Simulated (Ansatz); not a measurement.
# CH₇NSi (built from SMILES C[SiH2]N): search for a transition state

Is there a first-order saddle for this 1,2-elimination, which should form H2–H4 and break Si1–H2, N3–H4, and which two structures does it connect?

Method: PBE0-D4, def2-SVP first, then def2-TZVP; program: Ansatz 0.2.0, Gaussian basis.

117 further runs of the same task are left out: 3 that didn't finish, 114 set aside as unsound or not needed.

### Step 1. Where the work starts

The guess: 10 atoms, charge 0, spin multiplicity 1.

Atoms are counted from 1 here; the program's logs count them from 0.

Bond lengths: Si1–N3 1.658 Å, Si1–H5 1.470 Å, Si1–C6 1.900 Å, N3–H7 1.016 Å, C6–H8 1.087 Å, C6–H9 1.088 Å, C6–H10 1.087 Å. Angles: N3–Si1–H5 127.9°, N3–Si1–C6 124.2°, H5–Si1–C6 104.8°, Si1–N3–H7 126.5°, Si1–C6–H8 112.5°, Si1–C6–H9 111.2°, Si1–C6–H10 110.7°, H8–C6–H9 107.3°, H8–C6–H10 107.7°, H9–C6–H10 107.2°.

Geometry (Å):

```
atom    x (Å)    y (Å)    z (Å)
 Si1   0.1100   0.5913   0.1173
  H2   1.6471   0.2603  -0.9065
  N3  -0.2356   0.9259  -1.4696
  H4   1.0418   0.5282  -1.6335
  H5   0.3884   1.5436   1.2016
  C6  -0.3756  -1.0209   0.9981
  H7  -1.1250   1.2497  -1.8400
  H8   0.3207  -1.2880   1.7889
  H9  -1.3627  -0.9416   1.4487
 H10  -0.4091  -1.8486   0.2950
```

Distances that are to change: H2–H4 0.98 Å, Si1–H2 1.88 Å, N3–H4 1.35 Å.

### Step 2. Relaxing the guess with the reacting distances held

hold/in.yaml

```yaml
crystal:
  periodic: [false, false, false]
  atoms:
    - {symbol: Si, position_ang: [0.110000, 0.591300, 0.117300]}
    - {symbol: H, position_ang: [1.647100, 0.260300, -0.906500]}
    - {symbol: N, position_ang: [-0.235600, 0.925900, -1.469600]}
    - {symbol: H, position_ang: [1.041800, 0.528200, -1.633500]}
    - {symbol: H, position_ang: [0.388400, 1.543600, 1.201600]}
    - {symbol: C, position_ang: [-0.375600, -1.020900, 0.998100]}
    - {symbol: H, position_ang: [-1.125000, 1.249700, -1.840000]}
    - {symbol: H, position_ang: [0.320700, -1.288000, 1.788900]}
    - {symbol: H, position_ang: [-1.362700, -0.941600, 1.448700]}
    - {symbol: H, position_ang: [-0.409100, -1.848600, 0.295000]}
basis:
  gaussian: {orbitals: def2-SVP}
hamiltonian: {xc: pbe0, dispersion: d4}
relax: {f_tol: 0.08, max_steps: 120, escape_saddle: false, constraints: [{distance: [1, 3]}, {distance: [0, 1]}, {distance: [2, 3]}]}
```

The run is started by

```sh
$ ansatz run in.yaml --threads 2 --pin off --events-out ev --progress --plain --max-ram 4352MiB
```

The runs that follow: A starting Hessian; Saddle search in the small basis; Saddle search in triple zeta; Checking the order of the point; Relaxing after a step of 0.30 Å one way along the mode; Relaxing after a step of 0.30 Å the other way along the mode.

What does the calculation give? Wanted: imaginary mode; barrier from the start side; barrier from the end side; energy of the step; pairs that change; zero-point energy at the saddle.

**Answer**, as computed:

```
                       quantity                                      value
                 imaginary mode                                 1334i cm⁻¹
    barrier from the start side                               326.4 kJ/mol
      barrier from the end side                                92.9 kJ/mol
             energy of the step                              +233.6 kJ/mol
              pairs that change  H2–H4 formed, Si1–H2 broken, N3–H4 broken
zero-point energy at the saddle                                   1.975 eV
```

What this shows: The point has a single imaginary mode (1334i cm⁻¹), as a transition state must. The two relaxations end on the structures that were planned. At PBE0-D4/def2-TZVP the electronic barrier is 326.4 kJ/mol, about 132 kT at 298 K, and the step runs 233.6 kJ/mol uphill. With so stiff a mode tunnelling counts: Wigner's rough correction is a factor of 2.7 at 298 K. A step off the saddle overshot and began above it in energy, so the link to its end is likely but not proven.
